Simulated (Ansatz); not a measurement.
# C₄H₄F₄: basis-set convergence

An exercise on one series of results from a longer session: the logs are not shown, and one member is left open.

The runs use Ansatz 0.2.0, Gaussian basis; one geometry, several basis sets.

Plan: PBE0-D4/def2-SVP; ωB97M-V/def2-SVP; PBE0-D4/def2-QZVPP; ωB97M-V/def2-QZVPP; the functionals' def2-TZVPP values are taken from earlier runs.

### The geometry

An earlier PBE0-D4 in a triple-zeta def2 set relaxation fixed the geometry.

SMILES `C/C(F)=C\C(F)(F)F`, 12 atoms, charge 0, spin multiplicity 1.

Atoms are counted from 1 here; the program's logs count them from 0.

Bond lengths: C1–C2 1.477 Å, C1–H9 1.093 Å, C1–H10 1.087 Å, C1–H11 1.093 Å, C2–F3 1.338 Å, C2–C4 1.325 Å, C4–C5 1.488 Å, C4–H12 1.081 Å, C5–F6 1.337 Å, C5–F7 1.345 Å, C5–F8 1.345 Å. Angles: C2–C1–H9 109.5°, C2–C1–H10 111.8°, C2–C1–H11 109.5°, H9–C1–H10 109.2°, H9–C1–H11 107.6°, H10–C1–H11 109.2°, C1–C2–F3 112.2°, C1–C2–C4 130.0°, F3–C2–C4 117.7°, C2–C4–C5 123.3°, C2–C4–H12 120.2°, C5–C4–H12 116.4°, C4–C5–F6 110.2°, C4–C5–F7 113.1°, C4–C5–F8 113.1°, F6–C5–F7 107.1°, F6–C5–F8 107.1°, F7–C5–F8 106.0°.

Coordinates:

```
C     0.3617   -1.5475   -0.2667
C     0.5701   -0.4512    0.7008
F     1.3167   -0.8319    1.7441
C     0.1375    0.8014    0.6765
C    -0.6998    1.3560   -0.4212
F    -0.9836    2.6407   -0.1822
F    -0.0968    1.3017   -1.6226
F    -1.8727    0.7128   -0.5656
H    -0.1282   -2.3869    0.2336
H    -0.2458   -1.2302   -1.1104
H     1.3295   -1.8998   -0.6328
H     0.3884    1.4795    1.4803
```

The first run:

Contents of in.yaml:

```yaml
crystal:
  periodic: [false, false, false]
  atoms:
    - {symbol: C, position_ang: [0.361706, -1.547525, -0.266651]}
    - {symbol: C, position_ang: [0.570122, -0.451185, 0.700826]}
    - {symbol: F, position_ang: [1.316675, -0.831926, 1.744087]}
    - {symbol: C, position_ang: [0.137461, 0.801406, 0.676523]}
    - {symbol: C, position_ang: [-0.699817, 1.356009, -0.421202]}
    - {symbol: F, position_ang: [-0.983575, 2.640720, -0.182197]}
    - {symbol: F, position_ang: [-0.096810, 1.301696, -1.622617]}
    - {symbol: F, position_ang: [-1.872669, 0.712840, -0.565554]}
    - {symbol: H, position_ang: [-0.128232, -2.386857, 0.233596]}
    - {symbol: H, position_ang: [-0.245785, -1.230234, -1.110388]}
    - {symbol: H, position_ang: [1.329498, -1.899789, -0.632763]}
    - {symbol: H, position_ang: [0.388425, 1.479546, 1.480337]}
basis:
  gaussian: {orbitals: def2-SVP}
hamiltonian: {xc: pbe0, dispersion: d4}
output: {orbitals: {seedname: orbitals}}
```

Started as:

```sh
ansatz run in.yaml --threads 4 --pin off --events-out ev --progress --plain --max-ram 11315MiB
```

Among the steps run: PBE0-D4 in def2-SVP; ωB97M-V in def2-SVP; PBE0-D4 in def2-QZVPP; ωB97M-V in def2-QZVPP.

One table of the session follows, with a row left open; its other results are not shown here.

It belongs to the step «Density functionals: the series». 

| functional | basis | HOMO (eV) |
| --- | --- | --- |
| PBE0-D4 | def2-SVP | -8.02 |
| PBE0-D4 | def2-TZVPP | ? |
| PBE0-D4 | def2-QZVPP | -8.13 |
| ωB97M-V | def2-SVP | -10.26 |
| ωB97M-V | def2-TZVPP | -10.36 |
| ωB97M-V | def2-QZVPP | -10.39 |

Estimate the missing values for PBE0-D4, def2-TZVPP.

The run gave: HOMO (eV): -8.10. In the column «HOMO (eV)» it lies between PBE0-D4, def2-QZVPP (-8.13) and PBE0-D4, def2-SVP (-8.02).
